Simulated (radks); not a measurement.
**Ionising rhodium step by step, Rh²³⁺ to Rh⁴⁴⁺**

How much does each further electron of rhodium cost? Each ion is computed in its NIST ground configuration. Each value is a difference of total energies (Δ-SCF).

Program: radks (a radial shooting solver on a logarithmic mesh, Libxc functionals) version 1. Level of theory: non-relativistic Kohn-Sham, TPSS, spin-polarised, spherical densities, point nucleus; open shells are filled with parallel spins first. These are calculated values, not measurements, unless marked.

## (1) Starting point

* element: rhodium (Z = 45)
* charges: 23 to 44
* first configuration: [Ar] 3d4
* last configuration: 1s1

Outer shells as boxes (Hund's rule):

Rh²³⁺
```
[Ar] core
3d [↑ ][↑ ][↑ ][↑ ][  ]
```

Rh⁴⁴⁺
```
1s [↑ ]
```

## (2) Rh²³⁺, [Ar] 3d4

Input:

```text
Z 45
configuration [Ar] 3d4
relativity non-relativistic
functional tpss,tpss
spin polarised
nucleus point
```

## (3) Rh²⁴⁺, [Ar] 3d3

Input:

```text
Z 45
configuration [Ar] 3d3
relativity non-relativistic
functional tpss,tpss
spin polarised
nucleus point
```

## (4) Rh²⁵⁺, [Ar] 3d2

Input:

```text
Z 45
configuration [Ar] 3d2
relativity non-relativistic
functional tpss,tpss
spin polarised
nucleus point
```

## (5) Rh²⁶⁺, [Ar] 3d1

Input:

```text
Z 45
configuration [Ar] 3d1 4s0 4p0
relativity non-relativistic
functional tpss,tpss
spin polarised
nucleus point
```

## (6) Rh²⁷⁺, [Ar]

Input:

```text
Z 45
configuration [Ar]
relativity non-relativistic
functional tpss,tpss
spin polarised
nucleus point
```

## (7) Rh²⁸⁺, [Ne] 3s2 3p5

Input:

```text
Z 45
configuration [Ne] 3s2 3p5 4s0 3d0
relativity non-relativistic
functional tpss,tpss
spin polarised
nucleus point
```

## (8) Rh²⁹⁺, [Ne] 3s2 3p4

Input:

```text
Z 45
configuration [Ne] 3s2 3p4 4s0 3d0
relativity non-relativistic
functional tpss,tpss
spin polarised
nucleus point
```

## (9) Rh³⁰⁺, [Ne] 3s2 3p3

Input:

```text
Z 45
configuration [Ne] 3s2 3p3
relativity non-relativistic
functional tpss,tpss
spin polarised
nucleus point
```

## (10) Rh³¹⁺, [Ne] 3s2 3p2

Input:

```text
Z 45
configuration [Ne] 3s2 3p2
relativity non-relativistic
functional tpss,tpss
spin polarised
nucleus point
```

## (11) Rh³²⁺, [Ne] 3s2 3p1

Input:

```text
Z 45
configuration [Ne] 3s2 3p1 4s0 3d0
relativity non-relativistic
functional tpss,tpss
spin polarised
nucleus point
```

## (12) Rh³³⁺, [Ne] 3s2

Input:

```text
Z 45
configuration [Ne] 3s2
relativity non-relativistic
functional tpss,tpss
spin polarised
nucleus point
```

## (13) Rh³⁴⁺, [Ne] 3s1

Input:

```text
Z 45
configuration [Ne] 3s1
relativity non-relativistic
functional tpss,tpss
spin polarised
nucleus point
```

## (14) Rh³⁵⁺, [Ne]

Input:

```text
Z 45
configuration [Ne]
relativity non-relativistic
functional tpss,tpss
spin polarised
nucleus point
```

## (15) Rh³⁶⁺, [He] 2s2 2p5

Input:

```text
Z 45
configuration [He] 2s2 2p5
relativity non-relativistic
functional tpss,tpss
spin polarised
nucleus point
```

## (16) Rh³⁷⁺, [He] 2s2 2p4

Input:

```text
Z 45
configuration [He] 2s2 2p4
relativity non-relativistic
functional tpss,tpss
spin polarised
nucleus point
```

## (17) Rh³⁸⁺, [He] 2s2 2p3

Input:

```text
Z 45
configuration [He] 2s2 2p3 3s0 3p0
relativity non-relativistic
functional tpss,tpss
spin polarised
nucleus point
```

## (18) Rh³⁹⁺, [He] 2s2 2p2

Input:

```text
Z 45
configuration [He] 2s2 2p2
relativity non-relativistic
functional tpss,tpss
spin polarised
nucleus point
```

## (19) Rh⁴⁰⁺, [He] 2s2 2p1

Input:

```text
Z 45
configuration [He] 2s2 2p1 3s0 3p0
relativity non-relativistic
functional tpss,tpss
spin polarised
nucleus point
```

## (20) Rh⁴¹⁺, [He] 2s2

Input:

```text
Z 45
configuration [He] 2s2 2p0 3s0
relativity non-relativistic
functional tpss,tpss
spin polarised
nucleus point
```

## (21) Rh⁴²⁺, [He] 2s1

Input:

```text
Z 45
configuration [He] 2s1
relativity non-relativistic
functional tpss,tpss
spin polarised
nucleus point
```

## (22) Rh⁴³⁺, [He]

Input:

```text
Z 45
configuration [He]
relativity non-relativistic
functional tpss,tpss
spin polarised
nucleus point
```

## (23) Rh⁴⁴⁺, 1s1

Input:

```text
Z 45
configuration 1s1
relativity non-relativistic
functional tpss,tpss
spin polarised
nucleus point
```

What does the calculation give? Wanted: for each run, species; configuration; Δ-SCF; −ε(HOMO); NIST; error.

**Answer**, as computed:

```
species  configuration  Δ-SCF (eV)  −ε(HOMO) (eV)           NIST (eV)  error (%)
  Rh²³⁺       [Ar] 3d4      1135.2         1101.5       1131 (theory)       +0.4
  Rh²⁴⁺       [Ar] 3d3      1203.2         1169.0       1202 (theory)       +0.1
  Rh²⁵⁺       [Ar] 3d2      1272.4         1237.7       1274 (theory)       -0.1
  Rh²⁶⁺       [Ar] 3d1      1342.6         1307.4       1344 (theory)       -0.1
  Rh²⁷⁺           [Ar]      1541.6         1510.4    1544 (semi-emp.)       -0.2
  Rh²⁸⁺   [Ne] 3s2 3p5      1603.9         1572.9    1605 (semi-emp.)       -0.1
  Rh²⁹⁺   [Ne] 3s2 3p4      1665.3         1634.9    1678 (semi-emp.)       -0.7
  Rh³⁰⁺   [Ne] 3s2 3p3      1749.2         1716.7    1763 (semi-emp.)       -0.8
  Rh³¹⁺   [Ne] 3s2 3p2      1814.0         1781.7    1851 (semi-emp.)       -2.0
  Rh³²⁺   [Ne] 3s2 3p1      1877.8         1846.2    1903 (semi-emp.)       -1.3
  Rh³³⁺       [Ne] 3s2      2009.7         1982.6    2063 (semi-emp.)       -2.6
  Rh³⁴⁺       [Ne] 3s1      2079.1         2051.7  2129.2 (semi-emp.)       -2.4
  Rh³⁵⁺           [Ne]      5004.3         4914.6    5018 (semi-emp.)       -0.3
  Rh³⁶⁺   [He] 2s2 2p5      5183.0         5093.9    5203 (semi-emp.)       -0.4
  Rh³⁷⁺   [He] 2s2 2p4      5357.9         5271.6    5406 (semi-emp.)       -0.9
  Rh³⁸⁺   [He] 2s2 2p3      5603.5         5509.5    5600 (semi-emp.)       +0.1
  Rh³⁹⁺   [He] 2s2 2p2      5790.8         5697.4    5940 (semi-emp.)       -2.5
  Rh⁴⁰⁺   [He] 2s2 2p1      5973.9         5883.6    6161 (semi-emp.)       -3.0
  Rh⁴¹⁺       [He] 2s2      6233.3         6168.3    6444 (semi-emp.)       -3.3
```

**Reading.** Reference values: NIST Atomic Spectra Database (exp. measured, semi-emp. semi-empirical, theory a theoretical value adopted there). Per unit of the charge left behind, the cost jumps most at Rh³⁵⁺ ([Ne]): from 2079.1 to 5004.3 eV. There the highest level belongs to another shell. The Δ-SCF values miss the measured or semi-empirical entries by -1.4 % in the signed mean; the largest miss is -3.3 % (Rh⁴¹⁺). Minus the highest eigenvalue gives 97 to 99 % of the Δ-SCF value along the ladder. Relativity is left out here, which matters for elements this heavy. Open shells are spherical and high-spin; term and fine-structure splittings are not resolved.
